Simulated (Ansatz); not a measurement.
# BNH3OF (SMILES NB(O)F): levels of theory compared

Wanted: a comparison of 6 runs (B3LYP/6-31G*, B2PLYP/6-311+G**, PBE-QIDH/6-311+G**, wB97M-V/6-311+G**, MP2/6-311+G**, CCSD(T)/6-311+G**) of BNH3OF. 

Program for the calculation: Ansatz 0.2.0.

122 further runs of the same task are left out: 122 set aside as unsound or not needed.

### 1 The molecule

BNH3OF has 7 atoms, charge 0, and is taken as a singlet. SMILES: `NB(O)F`. The N1–B2 distance was set to 2.531 Å, away from the relaxed value. At this shape a bond of the SMILES string is far longer than usual.

Bond lengths: B2–O3 1.363 Å, B2–F4 1.337 Å, N1–H5 1.004 Å, N1–H6 1.003 Å, O3–H7 0.957 Å. Angles: O3–B2–F4 116.0°, B2–O3–H7 114.6°, H5–N1–H6 114.2°. A long bond or contact: N1–B2 2.531 Å.

### 2 A single-point energy at B3LYP/6-31G(d) (Cartesian functions) (run 1)

Input file job.yaml:

```yaml
crystal:
  periodic: [false, false, false]
  atoms:
    - {symbol: N, position_ang: [-0.988700, 1.760725, 0.173269]}
    - {symbol: B, position_ang: [0.039300, -0.505700, -0.288800]}
    - {symbol: O, position_ang: [1.106300, -1.044300, 0.367000]}
    - {symbol: F, position_ang: [-0.494800, -1.258200, -1.256300]}
    - {symbol: H, position_ang: [-1.777300, 2.089025, -0.354331]}
    - {symbol: H, position_ang: [-0.667000, 2.401625, 0.873869]}
    - {symbol: H, position_ang: [1.472700, -0.489200, 1.055700]}
basis:
  gaussian: {orbitals: "6-31G*"}
total_charge: 0
hamiltonian: {xc: {name: B3LYP}}
accuracy: high
output: {orbitals: {seedname: orbitals}}
```

Launch:

```bash
$ ansatz run job.yaml --threads 1 --pin off --max-ram 3480MiB --events-out events.jsonl --progress --plain --runs-dir runs
```

Log:

```text
Warning: RAYON_NUM_THREADS=1 ignored (pool sized by the plan → 1); use --threads N
Functional definition: B3LYP
  name "B3LYP"
  parameter a0 = 0.2
  parameter ax = 0.72
  parameter ac = 0.81
  exchange = (1 - a0 - ax)*slater_x + ax*b88_x + a0*exact_x
  correlation = (1 - ac)*vwn_rpa_c + ac*lyp_c
1368 factors; integrals over basis functions are off by at most 2.6e-9 eV
mean field evaluation 1: about -6964.3482 eV, gradient 7.9e1 eV
mean field evaluation 2: about -6864.6617 eV, gradient 1.5e2 eV
mean field evaluation 4: about -6976.3770 eV, gradient 1.8e1 eV
mean field evaluation 8: about -6977.5756 eV, gradient 2.3e-1 eV
mean field evaluation 16: about -6977.5733 eV, gradient 3.2e-5 eV
mean field -6977.57330481 eV, -256.4210893828 hartree, gradient 2.3e-8 eV, S^2 0.000000; 0 other end points of the search recorded, 0 dependent functions left out
reference -6977.57333526 eV, -256.4210905017 hartree; 16, 16 occupied and 50, 50 virtual orbitals, 1368 factors
Total energy: -6977.57333526 eV, -256.4210905017 hartree
```

Wall time 3.9 s (1 thread of Intel Xeon Platinum 8259CL at 2.50GHz (Skylake/Cascade Lake), shared host); peak memory 0.19 GiB.

### 3 A single-point energy at B2PLYP/6-311+G(d,p) (run 2)

job.yaml: that of step 2 with these lines changed.

```diff
@@ -3,3 +3,3 @@
   atoms:
-    - {symbol: N, position_ang: [-0.988700, 1.760725, 0.173269]}
+    - {symbol: "N", position_ang: [-0.988700, 1.760725, 0.173269]}
     - {symbol: B, position_ang: [0.039300, -0.505700, -0.288800]}
@@ -11,5 +11,6 @@
 basis:
-  gaussian: {orbitals: "6-31G*"}
+  gaussian: {orbitals: 6-311+G_st__st_.json}
 total_charge: 0
-hamiltonian: {xc: {name: B3LYP}}
+hamiltonian: {xc: {name: B2PLYP}}
+correlation: {frozen_orbitals: {B: 1, F: 1, H: 0, "N": 1, O: 1}}
 accuracy: high
```

The basis set 6-311+G** is read from a file made from the Basis Set Exchange's data (not shown).

Launch:

```bash
$ ansatz run job.yaml --threads 1 --pin off --max-ram 3480MiB --events-out events.jsonl --progress --plain --runs-dir runs
```

Log, cut to the lines that bear on the results:

```text
Warning: RAYON_NUM_THREADS=1 ignored (pool sized by the plan → 1); use --threads N
Functional definition: B2PLYP
  name "B2PLYP"
[...]
2034 factors; integrals over basis functions are off by at most 1.4e-8 eV
[...]
mean field -6968.40555506 eV, -256.0841807935 hartree, gradient 6.9e-8 eV, S^2 0.000000; 0 other end points of the search recorded, 0 dependent functions left out; unrestricted orbitals would lower it
4 core orbitals not correlated: weight in the atoms' cores, before any rotation towards them, 1.000 or more for the frozen orbitals, at most 0.000 for the correlated occupied ones
reference -6968.40558302 eV, -256.0841818211 hartree; 12, 12 occupied and 90, 90 virtual orbitals, 2034 factors
second order -23.67225975 eV of doubles, -0.00000000 eV of singles
Total energy: -6974.79709315 eV, -256.3190654861 hartree
```

Wall time 11 s (1 thread of Intel Xeon Platinum 8259CL at 2.50GHz (Skylake/Cascade Lake), shared host); peak memory 0.36 GiB.

Runs 3 to 5 aren't shown in full; the table further down has their settings and results.

### 4 A single-point energy at CCSD(T)/6-311+G(d,p) (run 6)

Input file in.yaml:

```yaml
crystal:
  periodic: [false, false, false]
  atoms:
    - {symbol: N, position_ang: [-0.988700, 1.760725, 0.173269]}
    - {symbol: B, position_ang: [0.039300, -0.505700, -0.288800]}
    - {symbol: O, position_ang: [1.106300, -1.044300, 0.367000]}
    - {symbol: F, position_ang: [-0.494800, -1.258200, -1.256300]}
    - {symbol: H, position_ang: [-1.777300, 2.089025, -0.354331]}
    - {symbol: H, position_ang: [-0.667000, 2.401625, 0.873869]}
    - {symbol: H, position_ang: [1.472700, -0.489200, 1.055700]}
basis:
  gaussian: {orbitals: 6-311+G_st__st_.json}
total_charge: 0
correlation: {method: ccsd_t, frozen_orbitals: {B: 1, F: 1, H: 0, "N": 1, O: 1}}
accuracy: high
scf: {omitted_lower_state_checks: [cluster_reference, increment]}
```

The basis set 6-311+G** is read from a file made from the Basis Set Exchange's data (not shown).

Launch:

```bash
$ ansatz run in.yaml --threads 1 --pin off --max-ram 3480MiB --events-out events.jsonl --progress --plain --runs-dir runs
```

Log:

```text
Warning: RAYON_NUM_THREADS=1 ignored (pool sized by the plan → 1); use --threads N
[... 12 lines left out ...]
4 core orbitals not correlated: weight in the atoms' cores, before any rotation towards them, 1.000 or more for the frozen orbitals, at most 0.000 for the correlated occupied ones
[... 30 lines left out ...]
Total energy: -6964.58388886 eV, -255.9437371512 hartree
Checks for a lower state left out: cluster_reference, increment
```

Run time: 32 s. Hardware: 1 thread of Intel Xeon Platinum 8259CL at 2.50GHz (Skylake/Cascade Lake), shared host; peak memory 0.87 GiB.

### 5 The series

```
run                               level  Cartesian functions  frozen core orbitals  energy (Eh)  HOMO energy (eV)  LUMO energy (eV)  HOMO–LUMO gap (eV)  wall time
  1  B3LYP/6-31G* (Cartesian functions)                  yes                     –  -256.421091             -4.80             -2.26                2.54      3.9 s
  2                    B2PLYP/6-311+G**                   no                     4  -256.319065             -7.25             -1.56                5.69       11 s
  3                  PBE-QIDH/6-311+G**                   no                     4  -256.156063             -8.21             -0.93                7.28       10 s
  4                   wB97M-V/6-311+G**                   no                     –  -256.439813             -8.30             -0.88                7.42       50 s
  5                       MP2/6-311+G**                   no                     4  -255.904798                 –                 –                   –      5.1 s
  6                   CCSD(T)/6-311+G**                   no                     4  -255.943737                 –                 –                   –       32 s
```

### 6 Results

| quantity | value |
| --- | --- |
| run 6: total energy | -255.94374 Eh |
| run 6: correlation energy (4 core orbitals frozen) | -741.5 mEh |
| run 6: (T) correction | -27.02 mEh |
| run 6: T1 diagnostic | 0.021 |

In words: Over runs 1, 2, 3, 4 the HOMO–LUMO gap runs from 2.54 eV (B3LYP/6-31G*) to 7.42 eV (wB97M-V/6-311+G**). The two ends differ in method and basis. Totals of different functionals can't be ranked against each other. In runs 2, 3, 5, 6 the log says that unrestricted orbitals would lower the reference, so the values rest on an unstable closed-shell determinant (other closed-shell runs at this shape may share the fault). All runs together took 1.9 min, the longest 50 s.
